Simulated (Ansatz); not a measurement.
# GeF₂ (triplet): the correlation ladder at a displaced geometry (v1), cc-pVDZ

Aim: climb from Hartree-Fock through coupled cluster and multireference methods for GeF₂ (triplet) at one geometry and basis, and see what each rung misses.

Computed with Ansatz 0.2.0, Gaussian basis. Level: cc-pVDZ, core rule «outside noble gas», up to 16 orbitals frozen.

To be run: UHF; CCSD(T) on ROHF; CCSD(T) on UHF; BCCD(T) on ROHF; CISD as a restricted active space (open shells left free, so some higher excitations enter); CCSDT(Q) on ROHF; CCSDT(Q) on UHF; CASSCF and MRCISD+Q, 14 electrons in 10 orbitals; CASSCF and NEVPT2, 14 electrons in 10 orbitals.

28 further runs of the same task are left out: 5 for a known fault of the program, 7 that didn't finish, 16 set aside as unsound or not needed. Runs told in other sessions of the task aren't counted.

**1. The system**

The geometry is a PBE0/def2-TZVP stationary point (not a proven minimum) with its atoms shifted at random (size 0.040 Å). No spin-orbit coupling is included. The filled d shell of Ge may be among the frozen orbitals whatever the setting's name suggests.

3 atoms, charge 0, spin multiplicity 3.

Atoms are counted from 1 here; the program's logs count them from 0.

Bond lengths: Ge1–F2 1.739 Å, Ge1–F3 1.719 Å. Angles: F2–Ge1–F3 112.3°.

In the tables R marks a restricted open-shell determinant and U an unrestricted one; 'valence' is the active space of 14 electrons in 10 orbitals; energies count from the table's Hartree-Fock row.

**2. UHF**

File in.yaml:

```yaml
crystal:
  periodic: [false, false, false]
  atoms:
    - {symbol: Ge, position_ang: [-0.007950, -0.330531, 0.011148]}
    - {symbol: F, position_ang: [-0.008783, 0.602234, -1.456254]}
    - {symbol: F, position_ang: [0.039181, 0.661544, 1.413631]}
basis:
  gaussian: {orbitals: cc-pVDZ}
magnetization: {spin_polarized: true, initial_magnetization: 2}
hamiltonian: {xc: hf}
output: {orbitals: {seedname: orbitals}}
```

Launch:

```bash
> ansatz run in.yaml --threads 1 --pin off --events-out ev --progress --plain --max-ram 2393MiB
```

Output:

```text
Functional definition: HF
  name "HF"
  cite "Fock, Z. Phys. 61, 126 (1930) doi:10.1007/BF01340294"
  parent pbe
  exchange = exact_x
  correlation = 0
590 factors; integrals over basis functions are off by at most 6.1e-4 eV
mean field evaluation 1: about -61881.3396 eV, gradient 2.2e1 eV
mean field evaluation 2: about -61881.3660 eV, gradient 2.2e1 eV
mean field evaluation 4: about -61883.7064 eV, gradient 2.3e0 eV
mean field evaluation 8: about -61883.8075 eV, gradient 2.2e-1 eV
mean field -61883.80864016 eV, -2274.1880211737 hartree, gradient 2.0e-5 eV, S^2 2.006786; 0 other end points of the search recorded, 0 dependent functions left out
reference -61883.80864016 eV, -2274.1880211737 hartree; 26, 24 occupied and 29, 31 virtual orbitals, 590 factors
Total energy: -61883.80864016 eV, -2274.1880211737 hartree
```

Run time: 0.72 s. Hardware: 1 thread of Arm Neoverse V2, shared host.

From the report: ⟨S²⟩ of the determinant 2.007 (pure triplet: 2.00).

**3. CCSD(T) on ROHF**

in.yaml: that of step 2 with these lines changed.

```diff
@@ -8,4 +8,4 @@
   gaussian: {orbitals: cc-pVDZ}
-magnetization: {spin_polarized: true, initial_magnetization: 2}
-hamiltonian: {xc: hf}
-output: {orbitals: {seedname: orbitals}}
+magnetization: {spin_polarized: false, initial_magnetization: 2}
+correlation: {method: ccsd_t, electrons: outside_noble_gas}
+output: {forces: true}
```

Launched as before.

Output (excerpt; [...] marks lines left out):

```text
Functional definition: HF
  name "HF"
  cite "Fock, Z. Phys. 61, 126 (1930) doi:10.1007/BF01340294"
  parent pbe
[...]
590 factors; integrals over basis functions are off by at most 6.1e-4 eV
[...]
mean field -61883.73736354 eV, -2274.1854018065 hartree, gradient 2.1e-6 eV, S^2 2.000000; 0 other end points of the search recorded, 0 dependent functions left out
16 core orbitals not correlated: weight in the atoms' cores, before any rotation towards them, 0.948 or more for the frozen orbitals, at most 0.048 for the correlated occupied ones
reference -61883.73736354 eV, -2274.1854018065 hartree; 10, 8 occupied and 29, 31 virtual orbitals, 590 factors
second order -11.80294874 eV of doubles, -0.02993167 eV of singles
cycle   1  -11.61350634 eV  change    2.2e-1 eV  update   9.7e-2
[...]
cycle  14  -11.99837992 eV  change   -3.7e-8 eV  update   1.4e-6
perturbative correction -0.22588593 eV, -0.0083011550 hartree
[...]
Total energy: -61895.96162940 eV, -2274.6346352909 hartree
Atom 0 at    -0.007950    -0.330531     0.011148 Å, force    -0.035422    -1.105825    -0.507248 eV/Å
Atom 1 at    -0.008783     0.602234    -1.456254 Å, force    -0.002633     0.350695    -0.694855 eV/Å
Atom 2 at     0.039181     0.661544     1.413631 Å, force     0.038055     0.755130     1.202103 eV/Å
Dipole moment:    -0.010836    -0.456673     0.024584 e Å
```

Wall time 7.5 s (1 thread of Arm Neoverse V2, shared host).

From the report: correlation -12.2243 eV; T1 0.022; largest double amplitude 0.02.

**4. CCSD(T) on UHF**

in.yaml: that of step 3 with these lines changed.

```diff
@@ -8,3 +8,3 @@
   gaussian: {orbitals: cc-pVDZ}
-magnetization: {spin_polarized: false, initial_magnetization: 2}
+magnetization: {spin_polarized: true, initial_magnetization: 2}
 correlation: {method: ccsd_t, electrons: outside_noble_gas}
```

Launched as before.

Output (excerpt; [...] marks lines left out):

```text
Functional definition: HF
  name "HF"
  cite "Fock, Z. Phys. 61, 126 (1930) doi:10.1007/BF01340294"
  parent pbe
[...]
590 factors; integrals over basis functions are off by at most 6.1e-4 eV
[...]
mean field -61883.80864016 eV, -2274.1880211737 hartree, gradient 2.7e-6 eV, S^2 2.006786; 0 other end points of the search recorded, 0 dependent functions left out
16 core orbitals not correlated: weight in the atoms' cores, before any rotation towards them, 0.942 or more for the frozen orbitals, at most 0.054 for the correlated occupied ones
reference -61883.80864016 eV, -2274.1880211737 hartree; 10, 8 occupied and 29, 31 virtual orbitals, 590 factors
second order -11.77625801 eV of doubles, -0.00000000 eV of singles
cycle   1  -11.57012123 eV  change    2.1e-1 eV  update   9.5e-2
[...]
cycle  14  -11.94074303 eV  change    1.6e-7 eV  update   1.2e-6
perturbative correction -0.22395952 eV, -0.0082303604 hartree
[...]
Total energy: -61895.97334270 eV, -2274.6350657467 hartree
Atom 0 at    -0.007950    -0.330531     0.011148 Å, force    -0.035422    -1.105464    -0.507804 eV/Å
Atom 1 at    -0.008783     0.602234    -1.456254 Å, force    -0.002598     0.350382    -0.692201 eV/Å
Atom 2 at     0.039181     0.661544     1.413631 Å, force     0.038020     0.755082     1.200004 eV/Å
Dipole moment:    -0.010862    -0.457792     0.024650 e Å
```

Wall time 7.5 s (1 thread of Arm Neoverse V2, shared host).

From the report: ⟨S²⟩ of the determinant 2.007 (pure triplet: 2.00); correlation -12.1647 eV; T1 0.019; largest double amplitude 0.02.

**5. BCCD(T) on ROHF**

in.yaml: that of step 4 with these lines changed.

```diff
@@ -8,4 +8,3 @@
   gaussian: {orbitals: cc-pVDZ}
-magnetization: {spin_polarized: true, initial_magnetization: 2}
-correlation: {method: ccsd_t, electrons: outside_noble_gas}
-output: {forces: true}
+magnetization: {spin_polarized: false, initial_magnetization: 2}
+correlation: {method: bccd_t, electrons: outside_noble_gas}
```

Same command.

Output (excerpt; [...] marks lines left out):

```text
Functional definition: HF
  name "HF"
  cite "Fock, Z. Phys. 61, 126 (1930) doi:10.1007/BF01340294"
  parent pbe
[...]
590 factors; integrals over basis functions are off by at most 6.1e-4 eV
[...]
mean field -61883.73736354 eV, -2274.1854018065 hartree, gradient 2.1e-6 eV, S^2 2.000000; 0 other end points of the search recorded, 0 dependent functions left out
16 core orbitals not correlated: weight in the atoms' cores, before any rotation towards them, 0.948 or more for the frozen orbitals, at most 0.048 for the correlated occupied ones
reference -61883.73736354 eV, -2274.1854018065 hartree; 10, 8 occupied and 29, 31 virtual orbitals, 590 factors
second order -11.80294874 eV of doubles, -0.02993167 eV of singles
cycle   1  -11.61077705 eV  change    2.2e-1 eV  update   9.7e-2
[...]
cycle  12  -11.95716629 eV  change   -1.4e-5 eV  update   1.0e-5
perturbative correction -0.27363634 eV, -0.0100559501 hartree
Total energy: -61895.96816618 eV, -2274.6348755130 hartree
```

It took 2.6 s on 1 thread of Arm Neoverse V2, shared host.

From the report: correlation -12.2308 eV; largest double amplitude 0.02.

**6. CISD as a restricted active space (open shells left free, so some higher excitations enter)**

in.yaml: that of step 5 with these lines changed.

```diff
@@ -9,2 +9,2 @@
 magnetization: {spin_polarized: false, initial_magnetization: 2}
-correlation: {method: bccd_t, electrons: outside_noble_gas}
+correlation: {active_space: {ras: {orbitals: [8, 2, 29], electrons: 18, max_holes: 2, max_particles: 2}, fixed_orbitals: true}}
```

Same command.

Output:

```text
Functional definition: HF
  name "HF"
  cite "Fock, Z. Phys. 61, 126 (1930) doi:10.1007/BF01340294"
  parent pbe
  exchange = exact_x
  correlation = 0
590 factors; integrals over basis functions are off by at most 6.1e-4 eV
mean field evaluation 1: about -61881.1891 eV, gradient 3.1e1 eV
mean field evaluation 2: about -61881.2126 eV, gradient 3.1e1 eV
mean field evaluation 4: about -61883.6815 eV, gradient 2.4e0 eV
mean field evaluation 8: about -61883.7370 eV, gradient 2.2e-1 eV
mean field -61883.73736354 eV, -2274.1854018065 hartree, gradient 2.1e-6 eV, S^2 2.000000; 0 other end points of the search recorded, 0 dependent functions left out
reference -61883.73736354 eV, -2274.1854018065 hartree; 26, 24 occupied and 29, 31 virtual orbitals, 590 factors
state -61894.63723009 eV, -2274.5859645138 hartree
Total energy: -61894.63723009 eV, -2274.5859645138 hartree
```

Run time: 15 s. Hardware: 1 thread of Arm Neoverse V2, shared host.

From the report: 230,824 determinants.

**7. CCSDT(Q) on ROHF**

in.yaml: that of step 6 with these lines changed.

```diff
@@ -9,2 +9,2 @@
 magnetization: {spin_polarized: false, initial_magnetization: 2}
-correlation: {active_space: {ras: {orbitals: [8, 2, 29], electrons: 18, max_holes: 2, max_particles: 2}, fixed_orbitals: true}}
+correlation: {method: ccsdt_q, electrons: outside_noble_gas}
```

Launched as before.

Output (excerpt; [...] marks lines left out):

```text
Functional definition: HF
  name "HF"
  cite "Fock, Z. Phys. 61, 126 (1930) doi:10.1007/BF01340294"
  parent pbe
[...]
1011 factors; integrals over basis functions are off by at most 1.1e-7 eV
[...]
mean field -61883.73783098 eV, -2274.1854189845 hartree, gradient 6.9e-7 eV, S^2 2.000000; 0 other end points of the search recorded, 0 dependent functions left out
16 core orbitals not correlated: weight in the atoms' cores, before any rotation towards them, 0.948 or more for the frozen orbitals, at most 0.048 for the correlated occupied ones
reference -61883.73783098 eV, -2274.1854189845 hartree; 10, 8 occupied and 29, 31 virtual orbitals, 1011 factors
second order -11.80297249 eV of doubles, -0.02993127 eV of singles
cycle   1  -11.61351885 eV  change    2.2e-1 eV  update   1.1e-1
[...]
cycle  18  -12.24391292 eV  change    1.4e-6 eV  update   1.3e-6
perturbative correction -0.02756640 eV, -0.0010130464 hartree
Total energy: -61896.00931030 eV, -2274.6363875314 hartree
```

Run time: 78 s. Hardware: 1 thread of Arm Neoverse V2, shared host; peak memory 1.3 GiB.

From the report: correlation -12.2715 eV; T1 0.022; largest double amplitude 0.02.

**8. CCSDT(Q) on UHF**

in.yaml: that of step 7 with these lines changed.

```diff
@@ -8,3 +8,3 @@
   gaussian: {orbitals: cc-pVDZ}
-magnetization: {spin_polarized: false, initial_magnetization: 2}
+magnetization: {spin_polarized: true, initial_magnetization: 2}
 correlation: {method: ccsdt_q, electrons: outside_noble_gas}
```

Same command.

Output (excerpt; [...] marks lines left out):

```text
Functional definition: HF
  name "HF"
  cite "Fock, Z. Phys. 61, 126 (1930) doi:10.1007/BF01340294"
  parent pbe
[...]
1011 factors; integrals over basis functions are off by at most 1.1e-7 eV
[...]
mean field -61883.80910700 eV, -2274.1880383297 hartree, gradient 2.1e-6 eV, S^2 2.006786; 0 other end points of the search recorded, 0 dependent functions left out
16 core orbitals not correlated: weight in the atoms' cores, before any rotation towards them, 0.942 or more for the frozen orbitals, at most 0.054 for the correlated occupied ones
reference -61883.80910700 eV, -2274.1880383297 hartree; 10, 8 occupied and 29, 31 virtual orbitals, 1011 factors
second order -11.77628220 eV of doubles, -0.00000000 eV of singles
cycle   1  -11.57013438 eV  change    2.1e-1 eV  update   1.0e-1
[...]
cycle  17  -12.18425286 eV  change   -1.7e-6 eV  update   2.1e-6
perturbative correction -0.03295017 eV, -0.0012108965 hartree
Total energy: -61896.02631003 eV, -2274.6370122600 hartree
```

Run time: 62 s. Hardware: 1 thread of Arm Neoverse V2, shared host; peak memory 0.93 GiB.

From the report: ⟨S²⟩ of the determinant 2.007 (pure triplet: 2.00); correlation -12.2172 eV; T1 0.019; largest double amplitude 0.03.

**9. CASSCF and MRCISD+Q, 14 electrons in 10 orbitals**

File in.yaml:

```yaml
crystal:
  periodic: [false, false, false]
  atoms:
    - {symbol: Ge, position_ang: [-0.007950, -0.330531, 0.011148]}
    - {symbol: F, position_ang: [-0.008783, 0.602234, -1.456254]}
    - {symbol: F, position_ang: [0.039181, 0.661544, 1.413631]}
basis:
  gaussian: {orbitals: cc-pVDZ}
magnetization: {spin_polarized: false, initial_magnetization: 2}
correlation: {method: fic_mrcisd_q, electrons: outside_noble_gas, active_space: {window: {electrons: 14, orbitals: 10}, shells: [{species: F, l: p, shell: 2}, {species: Ge, l: s, shell: 4}, {species: Ge, l: p, shell: 4}]}}
```

Launched as before.

Output (excerpt; [...] marks lines left out):

```text
Functional definition: HF
  name "HF"
  cite "Fock, Z. Phys. 61, 126 (1930) doi:10.1007/BF01340294"
  parent pbe
[...]
1011 factors; integrals over basis functions are off by at most 1.1e-7 eV
[...]
mean field -61883.73783098 eV, -2274.1854189845 hartree, gradient 6.9e-7 eV, S^2 2.000000; 0 other end points of the search recorded, 0 dependent functions left out
reference -61883.73783098 eV, -2274.1854189845 hartree; 26, 24 occupied and 29, 31 virtual orbitals, 1011 factors
state -61885.18103900 eV, -2274.2384559010 hartree
contracted CI cycle   1: correlation 0.00000000 eV, 0.0000000000 hartree, residual 4.03e1 eV
contracted CI cycle   2: correlation -9.52844173 eV, -0.3501637749 hartree, residual 6.84e0 eV
contracted CI cycle   3: correlation -9.88665802 eV, -0.3633279807 hartree, residual 1.40e0 eV
contracted CI cycle   4: correlation -9.90478589 eV, -0.3639941676 hartree, residual 3.71e-1 eV
contracted CI cycle   5: correlation -9.90591516 eV, -0.3640356677 hartree, residual 8.96e-2 eV
contracted CI cycle   6: correlation -9.90597961 eV, -0.3640380361 hartree, residual 2.50e-2 eV
contracted CI cycle   7: correlation -9.90598445 eV, -0.3640382140 hartree, residual 7.50e-3 eV
contracted CI cycle   8: correlation -9.90598489 eV, -0.3640382302 hartree, residual 2.19e-3 eV
contracted CI cycle   9: correlation -9.90598493 eV, -0.3640382316 hartree, residual 6.12e-4 eV
state -61885.18103900 eV, -2274.2384559010 hartree; corrected -61895.83657303 eV, -2274.6300395541 hartree
Total energy: -61895.83657303 eV, -2274.6300395541 hartree
Checks for a lower state left out: starts, orbital_swaps
```

Wall time 9 s (1 thread of Arm Neoverse V2, shared host); peak memory 0.57 GiB.

From the report: 7,168 determinants; active occupations 2.00, 2.00, 2.00, 2.00, 1.98, 1.97, 1.01, 1.00, 0.03, 0.02.

**10. CASSCF and NEVPT2, 14 electrons in 10 orbitals**

File in.yaml:

```yaml
crystal:
  periodic: [false, false, false]
  atoms:
    - {symbol: Ge, position_ang: [-0.007950, -0.330531, 0.011148]}
    - {symbol: F, position_ang: [-0.008783, 0.602234, -1.456254]}
    - {symbol: F, position_ang: [0.039181, 0.661544, 1.413631]}
basis:
  gaussian: {orbitals: cc-pVDZ}
magnetization: {spin_polarized: false, initial_magnetization: 2}
correlation: {method: sc_nevpt2, electrons: outside_noble_gas, active_space: {window: {electrons: 14, orbitals: 10}, shells: [{species: F, l: p, shell: 2}, {species: Ge, l: s, shell: 4}, {species: Ge, l: p, shell: 4}]}}
```

The command is unchanged.

Output:

```text
Functional definition: HF
  name "HF"
  cite "Fock, Z. Phys. 61, 126 (1930) doi:10.1007/BF01340294"
  parent pbe
  exchange = exact_x
  correlation = 0
1011 factors; integrals over basis functions are off by at most 1.1e-7 eV
mean field evaluation 1: about -61881.1719 eV, gradient 3.1e1 eV
mean field evaluation 2: about -61881.2091 eV, gradient 3.2e1 eV
mean field evaluation 4: about -61883.6800 eV, gradient 2.4e0 eV
mean field evaluation 8: about -61883.7375 eV, gradient 2.2e-1 eV
mean field evaluation 16: about -61883.7378 eV, gradient 6.9e-7 eV
mean field -61883.73783098 eV, -2274.1854189845 hartree, gradient 6.9e-7 eV, S^2 2.000000; 0 other end points of the search recorded, 0 dependent functions left out
reference -61883.73783098 eV, -2274.1854189845 hartree; 26, 24 occupied and 29, 31 virtual orbitals, 1011 factors
state -61885.18103900 eV, -2274.2384559010 hartree
state -61885.18103900 eV, -2274.2384559010 hartree; corrected -61894.99847453 eV, -2274.5992400023 hartree
Total energy: -61894.99847453 eV, -2274.5992400023 hartree
Checks for a lower state left out: starts, orbital_swaps
```

It took 5.5 s on 1 thread of Arm Neoverse V2, shared host.

From the report: 7,168 determinants; active occupations 2.00, 2.00, 2.00, 2.00, 1.98, 1.97, 1.01, 1.00, 0.03, 0.02.

**11. Natural occupations**

Natural occupations of the CASSCF valence state about the gap (report; correlated orbitals 4 to 10): 1.996, 1.981, 1.973, 1.005, 1.004, 0.028, 0.020. The count of effectively unpaired electrons, Σ n²(2 − n)², is 2.01; a single determinant of this spin has 2.

**12. The ladder**

The yardstick is UCCSDT(Q), where the cluster series has nearly closed. Rows without a time are mean-field rows or come out of runs for another level: lower rungs of the coupled-cluster runs, CASSCF and MRCISD of the multireference runs, or the Hartree-Fock search. The times of RCCSD(T), UCCSD(T) include forces.

Differences are taken before rounding.

```csv
method,energy from the lowest ROHF (meV),from UCCSDT(Q) (meV),time
ROHF,0.0,+12288.9,
UHF,-71.3,+12217.7,
RMP2,-11832.9,+456.1,
UMP2,-11847.5,+441.4,
RCCSD,-11998.4,+290.6,
UCCSD,-12012.0,+276.9,
RCCSD(T),-12224.3,+64.7,7.5 s
UCCSD(T),-12236.0,+53.0,7.5 s
BCCD(T),-12230.8,+58.1,2.6 s
RCCSDT,-12244.4,+44.6,
UCCSDT,-12256.0,+33.0,
RCCSDT(Q),-12271.9,+17.0,78 s
UCCSDT(Q),-12288.9,0,62 s
CASSCF valence,-1443.7,+10845.3,
NEVPT2 valence,-11261.1,+1027.8,5.5 s
MRCISD valence,-11349.7,+939.3,
MRCISD+Q valence,-12099.2,+189.7,9 s
```

Among the levels timed on like hardware and quicker than the yardstick, those that no quicker one beats, quickest first: BCCD(T) (2.6 s, +58.1 meV); UCCSD(T) (7.5 s, +53.0 meV).

Not comparable, so not listed: CISD as a restricted active space (open shells left free, so some higher excitations enter) (they don't share determinant, frozen orbitals or solution with the rows shown, or repeat one).

**13. Outcome**

| quantity | value |
| --- | --- |
| UCCSDT(Q) from the ROHF energy | -12.2889 eV |
| RMP2 from UCCSDT(Q) | +456.1 meV |
| UMP2 from UCCSDT(Q) | +441.4 meV |
| RCCSD from UCCSDT(Q) | +290.6 meV |
| RCCSD(T) from UCCSDT(Q) | +64.7 meV |
| UCCSD(T) from UCCSDT(Q) | +53.0 meV |
| RCCSDT(Q) from UCCSDT(Q) | +17.0 meV |
| NEVPT2 valence from UCCSDT(Q) | +1027.8 meV |
| MRCISD+Q valence from UCCSDT(Q) | +189.7 meV |
| levels within 1 kcal/mol (43 meV) | UCCSDT, RCCSDT(Q) |
| T1 diagnostic | 0.022 |
| effectively unpaired electrons | 2.01 |

RCCSD(T) misses by +64.7 meV, 0.5 % of the correlation energy. One determinant dominates. Of the multireference levels listed MRCISD+Q valence comes nearest in total energy (+189.7 meV), which doesn't show that its space is the better one. These misses are within one basis, not against nature; the frozen cores of restricted and unrestricted runs differ, which can shift their rows.

UCCSD(T) reaches 53.0 meV from the reference in 7.5 s, where UCCSDT(Q) took 62 s; the quickest level in the cost chart, BCCD(T), takes 2.6 s and misses by 58.1 meV.
